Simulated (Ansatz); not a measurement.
# UB3LYP/6-31G(d) (spherical functions) run of PO (Phosphorus monoxide)

What is the electronic atomisation energy of PO (Phosphorus monoxide) at UB3LYP/6-31G* (spherical functions)? 

The calculation is run with Ansatz 0.2.0.

35 further runs of the same task are left out: 35 set aside as unsound or not needed.

### Step 1. The system as given

PO: 2 atoms, total charge 0, spin state doublet. SMILES: `O=[P]`. The coordinates come from a PBE0-D4/def2-TZVP relaxation.

Bond lengths: O1–P2 1.474 Å.

### Step 2. The energy at UB3LYP/6-31G(d) (spherical functions)

input.yaml reads:

```yaml
crystal:
  periodic: [false, false, false]
  atoms:
    - {symbol: O, position_ang: [0.000000, -0.000000, -0.009450]}
    - {symbol: P, position_ang: [-0.000000, 0.000000, 1.464540]}
basis:
  gaussian:
    orbitals: 6-31G_st_-spherical.json
total_charge: 0
magnetization:
  spin_polarized: true
  initial_magnetization: 1
hamiltonian:
  xc: {name: B3LYP}
accuracy: high
output:
  orbitals: {seedname: orbitals}
```

The basis set 6-31G* is read from a file made from the Basis Set Exchange's data (not shown).

Run with:

```
$ ansatz run input.yaml --threads 1 --pin off --max-ram 3480MiB --events-out events.jsonl --progress --plain --runs-dir runs
```

The log of the run:

```text
Warning: RAYON_NUM_THREADS=1 ignored (pool sized by the plan → 1); use --threads N
Functional definition: B3LYP
  name "B3LYP"
  parameter a0 = 0.2
  parameter ax = 0.72
  parameter ac = 0.81
  exchange = (1 - a0 - ax)*slater_x + ax*b88_x + a0*exact_x
  correlation = (1 - ac)*vwn_rpa_c + ac*lyp_c
549 factors; integrals over basis functions are off by at most 4.0e-9 eV
mean field evaluation 1: about -11328.2968 eV, gradient 3.9e1 eV
mean field evaluation 2: about -11281.4811 eV, gradient 1.0e2 eV
mean field evaluation 4: about -11334.1577 eV, gradient 1.9e0 eV
mean field evaluation 8: about -11334.2471 eV, gradient 2.5e-1 eV
mean field evaluation 16: about -11334.2473 eV, gradient 7.9e-5 eV
mean field -11334.24733330 eV, -416.5259068699 hartree, gradient 2.1e-8 eV, S^2 0.752503; 0 other end points of the search recorded, 0 dependent functions left out
reference -11334.24735718 eV, -416.5259077476 hartree; 12, 11 occupied and 20, 21 virtual orbitals, 549 factors
Total energy: -11334.24735718 eV, -416.5259077476 hartree
```

It took 2.1 s on 1 thread of Arm Neoverse V2, shared host; peak memory 0.11 GiB.

### Step 3. The O atom at the same level

job.yaml reads:

```yaml
crystal:
  periodic: [false, false, false]
  atoms:
    - {symbol: O, position_ang: [0.000000, 0.000000, 0.000000]}
basis:
  gaussian: {orbitals: 6-31G_st_-spherical.json}
magnetization: {spin_polarized: true, initial_magnetization: 2}
hamiltonian: {xc: {name: B3LYP}}
accuracy: high
```

The basis set 6-31G* is read from a file made from the Basis Set Exchange's data (not shown).

Run with:

```
$ ansatz run job.yaml --threads 1 --pin off --max-ram 3480MiB --events-out events.jsonl --progress --plain --runs-dir runs
```

The log of the run:

```text
Warning: RAYON_NUM_THREADS=1 ignored (pool sized by the plan → 1); use --threads N
Functional definition: B3LYP
  name "B3LYP"
  parameter a0 = 0.2
  parameter ax = 0.72
  parameter ac = 0.81
  exchange = (1 - a0 - ax)*slater_x + ax*b88_x + a0*exact_x
  correlation = (1 - ac)*vwn_rpa_c + ac*lyp_c
96 factors; integrals over basis functions are off by at most 1.3e-9 eV
mean field evaluation 1: about -2042.3583 eV, gradient 5.4e0 eV
mean field evaluation 2: about -2042.4299 eV, gradient 3.3e0 eV
mean field evaluation 4: about -2042.4706 eV, gradient 1.8e-2 eV
mean field evaluation 8: about -2042.4704 eV, gradient 1.5e-4 eV
mean field -2042.47041935 eV, -75.0594034748 hartree, gradient 7.8e-10 eV, S^2 2.002219; 0 other end points of the search recorded, 0 dependent functions left out
reference -2042.47043006 eV, -75.0594038687 hartree; 5, 3 occupied and 9, 11 virtual orbitals, 96 factors
Total energy: -2042.47043006 eV, -75.0594038687 hartree
```

Run time: 0.26 s. Hardware: 1 thread of Arm Neoverse V2, shared host.

### Step 4. The P atom, same level

job.yaml reads:

```yaml
crystal:
  periodic: [false, false, false]
  atoms:
    - {symbol: P, position_ang: [0.000000, 0.000000, 0.000000]}
basis:
  gaussian:
    orbitals: 6-31G_st_-spherical.json
magnetization:
  spin_polarized: true
  initial_magnetization: 3
hamiltonian:
  xc: {name: B3LYP}
accuracy: high
```

The basis set 6-31G* is read from a file made from the Basis Set Exchange's data (not shown).

Run the same way, it converges to -341.25534 Eh (log not shown).

### Step 5. Results

At UB3LYP/6-31G* (spherical functions):

| quantity | value |
| --- | --- |
| molecule: total energy | -416.52591 Eh |
| molecule: HOMO energy (highest over α and β) | -5.21 eV |
| molecule: LUMO energy (lowest over α and β) | -3.25 eV |
| molecule: ⟨S²⟩ | 0.753 |
| O atom: total energy | -75.05940 Eh |
| O atom: ⟨S²⟩ | 2.002 |
| P atom: total energy | -341.25534 Eh |
| P atom: ⟨S²⟩ | 3.750 |
| electronic atomisation energy | 5.746 eV |

What this shows: Taking the molecule apart into free atoms costs 5.75 eV (554 kJ/mol), before zero-point energy and without spin-orbit coupling.
